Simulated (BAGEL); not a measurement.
**CH3GaO (Ga(CO)H3): HF/3-21G (density fitting with qzvpp-jkfit)**

What is the vertical electron affinity of CH3GaO (Ga(CO)H3) at HF/3-21G (density fitting with qzvpp-jkfit)? 

Program for the calculation: BAGEL 1.2.2.

7 further runs of the same task are left out: 3 that didn't finish, 4 set aside as unsound or not needed.

## Step 1: The system as given

CH3GaO: 6 atoms, total charge 0, spin state singlet. SMILES: `[H][Ga]([H])([H])<-[C-]#[O+]`. Geometry: a GFN1-xTB relaxation, a rough one for these elements and not checked as a minimum.

Bond lengths: Ga1–C2 2.133 Å, C2–O3 1.121 Å, Ga1–H4 1.545 Å, Ga1–H5 1.543 Å, Ga1–H6 1.545 Å. Angles: Ga1–C2–O3 177.0°, C2–Ga1–H4 96.0°, C2–Ga1–H5 97.5°, C2–Ga1–H6 95.7°, H4–Ga1–H5 118.8°, H4–Ga1–H6 118.7°, H5–Ga1–H6 118.9°.

## Step 2: A single-point energy at HF/3-21G (density fitting with qzvpp-jkfit)

The input, calc.json:

```json
{ "bagel": [

{
  "title": "molecule",
  "basis": "3-21g",
  "df_basis": "qzvpp-jkfit",
  "angstrom": true,
  "geometry": [
    { "atom": "Ga", "xyz": [      -0.013780,       0.006820,      -0.811750 ] },
    { "atom": "C", "xyz": [       0.011520,       0.019460,       1.321310 ] },
    { "atom": "O", "xyz": [       0.042620,      -0.030650,       2.440900 ] },
    { "atom": "H", "xyz": [       1.520390,       0.007120,      -0.990510 ] },
    { "atom": "H", "xyz": [      -0.785240,       1.327580,      -1.012910 ] },
    { "atom": "H", "xyz": [      -0.775520,      -1.330330,      -0.947040 ] }
  ]
},

{
  "title": "hf"
},

{
  "title": "print",
  "file": "orbitals.molden",
  "orbitals": true
}

]}
```

On the command line:

```console
$ BAGEL_NUM_THREADS=1 BAGEL calc.json > calc.out
```

The log of the run:

```text
* using 1 threads per process

  ===============================================================
  ===============================================================

  *** Geometry ***

  { "atom" : "Ga", "xyz" : [     -0.026040,      0.012888,     -1.533985 ] },
  { "atom" : "C", "xyz" : [      0.021770,      0.036774,      2.496914 ] },
  { "atom" : "O", "xyz" : [      0.080540,     -0.057920,      4.612632 ] },
  { "atom" : "H", "xyz" : [      2.873121,      0.013455,     -1.871793 ] },
  { "atom" : "H", "xyz" : [     -1.483889,      2.508763,     -1.914122 ] },
  { "atom" : "H", "xyz" : [     -1.465520,     -2.513959,     -1.789646 ] },

  Number of auxiliary basis functions:      472

  Since a DF basis is specified, we compute 2- and 3-index integrals:
    o Being stored without compression. Storage requirement is 0.008 GB

  Number of basis functions:       46
  Number of electrons      :       48

    * METHOD: MOLECULE                             0.26

  *** RHF ***

  === Nuclear Repulsion ===
   148.4291407331

      * DIIS with orbital gradients will be used.

  === RHF iteration (3-21g) ===
      0      -2027.55664301          0.02109571           0.05
      1      -2027.58462275          0.02053030           0.05
      2      -2027.63350539          0.00128850           0.05
      3      -2027.63421084          0.00016327           0.05
      4      -2027.63422143          0.00004580           0.05
      5      -2027.63422234          0.00000951           0.05
      6      -2027.63422237          0.00000209           0.05
      7      -2027.63422238          0.00000038           0.05
      8      -2027.63422238          0.00000026           0.05
      9      -2027.63422238          0.00000006           0.05
     10      -2027.63422238          0.00000002           0.05
     11      -2027.63422238          0.00000001           0.05
    * SCF iteration converged.

    * Permanent dipole moment:
           (   -0.001721,    -0.025375,    -0.878877) a.u.

    * METHOD: HF                                   0.78

    * METHOD: PRINT                                0.01

  ===============================================================
```

It took 1.2 s on 1 thread of Arm Neoverse N1, shared host; peak memory 0.083 GiB.

## Step 3: The doublet anion at the same level

The input, input.json:

```json
{ "bagel" : [

{
  "title" : "molecule",
  "basis" : "3-21g",
  "df_basis" : "qzvpp-jkfit",
  "angstrom" : "true",
  "geometry" : [
    { "atom" : "Ga", "xyz" : [      -0.013780,       0.006820,      -0.811750 ] },
    { "atom" : "C", "xyz" : [       0.011520,       0.019460,       1.321310 ] },
    { "atom" : "O", "xyz" : [       0.042620,      -0.030650,       2.440900 ] },
    { "atom" : "H", "xyz" : [       1.520390,       0.007120,      -0.990510 ] },
    { "atom" : "H", "xyz" : [      -0.785240,       1.327580,      -1.012910 ] },
    { "atom" : "H", "xyz" : [      -0.775520,      -1.330330,      -0.947040 ] }
  ]
},

{ "title" : "uhf", "charge" : -1, "nopen" : 1 },

{ "title" : "print", "file" : "orbitals.molden", "orbitals" : "true" }

]}
```

On the command line:

```console
$ BAGEL_NUM_THREADS=1 BAGEL input.json > input.out
```

The log of the run:

```text
* using 1 threads per process

  ===============================================================
  ===============================================================

  *** Geometry ***

  { "atom" : "Ga", "xyz" : [     -0.026040,      0.012888,     -1.533985 ] },
  { "atom" : "C", "xyz" : [      0.021770,      0.036774,      2.496914 ] },
  { "atom" : "O", "xyz" : [      0.080540,     -0.057920,      4.612632 ] },
  { "atom" : "H", "xyz" : [      2.873121,      0.013455,     -1.871793 ] },
  { "atom" : "H", "xyz" : [     -1.483889,      2.508763,     -1.914122 ] },
  { "atom" : "H", "xyz" : [     -1.465520,     -2.513959,     -1.789646 ] },

  Number of auxiliary basis functions:      472

  Since a DF basis is specified, we compute 2- and 3-index integrals:
    o Being stored without compression. Storage requirement is 0.008 GB

  Number of basis functions:       46
  Number of electrons      :       48

    * METHOD: MOLECULE                             0.26

  *** Open-shell HF ***

  === Nuclear Repulsion ===
   148.4291407331

      * DIIS with orbital gradients will be used.

  === UHF iteration (3-21g) ===
      0      -2027.50520689          0.04042436           0.10
      1      -2027.56411948          0.02694437           0.10
      2      -2027.57795868          0.01923376           0.10
      3      -2027.59073733          0.00111656           0.10
      4      -2027.59108146          0.00031260           0.10
      5      -2027.59115414          0.00016249           0.10
      6      -2027.59118224          0.00004766           0.10
      7      -2027.59118784          0.00003060           0.10
      8      -2027.59119275          0.00001705           0.10
      9      -2027.59119425          0.00000966           0.10
     10      -2027.59119484          0.00000340           0.10
     11      -2027.59119501          0.00000150           0.10
     12      -2027.59119504          0.00000117           0.10
     13      -2027.59119505          0.00000109           0.10
     14      -2027.59119506          0.00000107           0.10
     15      -2027.59119507          0.00000102           0.10
     16      -2027.59119508          0.00000101           0.10
     17      -2027.59119508          0.00000101           0.10
     18      -2027.59119508          0.00000100           0.10
     19      -2027.59119513          0.00000093           0.10
     20      -2027.59119523          0.00000074           0.10
     21      -2027.59119529          0.00000094           0.10
     22      -2027.59119529          0.00000117           0.10
     23      -2027.59119532          0.00000083           0.10
     24      -2027.59119535          0.00000016           0.10
     25      -2027.59119535          0.00000014           0.10
     26      -2027.59119535          0.00000010           0.10
     27      -2027.59119535          0.00000004           0.10
     28      -2027.59119535          0.00000002           0.10
     29      -2027.59119535          0.00000001           0.10
    * SCF iteration converged.

    * S^2 (UHF) is 0.7596

    * Permanent dipole moment:
           (    0.003802,     0.015961,     1.091347) a.u.

    * METHOD: UHF                                  3.14

    * METHOD: PRINT                                0.01

  ===============================================================
```

Run time: 3.6 s. Hardware: 1 thread of Arm Neoverse N1, shared host; peak memory 0.083 GiB.

## Step 4: Outcome

At HF/3-21G (density fitting with qzvpp-jkfit):

```
                                         quantity           value
                     singlet CH3GaO: total energy  -2027.63422 Eh
                    singlet CH3GaO: dipole moment          2.23 D
                      singlet CH3GaO: HOMO energy       -11.25 eV
                      singlet CH3GaO: LUMO energy         2.23 eV
                    singlet CH3GaO: HOMO–LUMO gap        13.48 eV
                      doublet anion: total energy  -2027.59120 Eh
                              doublet anion: ⟨S²⟩           0.760
vertical electron affinity (to the doublet anion)       -1.171 eV
```

What this shows: The anion lies 1.17 eV (113 kJ/mol) above the neutral: the electron isn't bound at this level, and such a value depends on the basis. Without diffuse functions anions come out too high. Hartree–Fock misses the correlation that binds many anions.
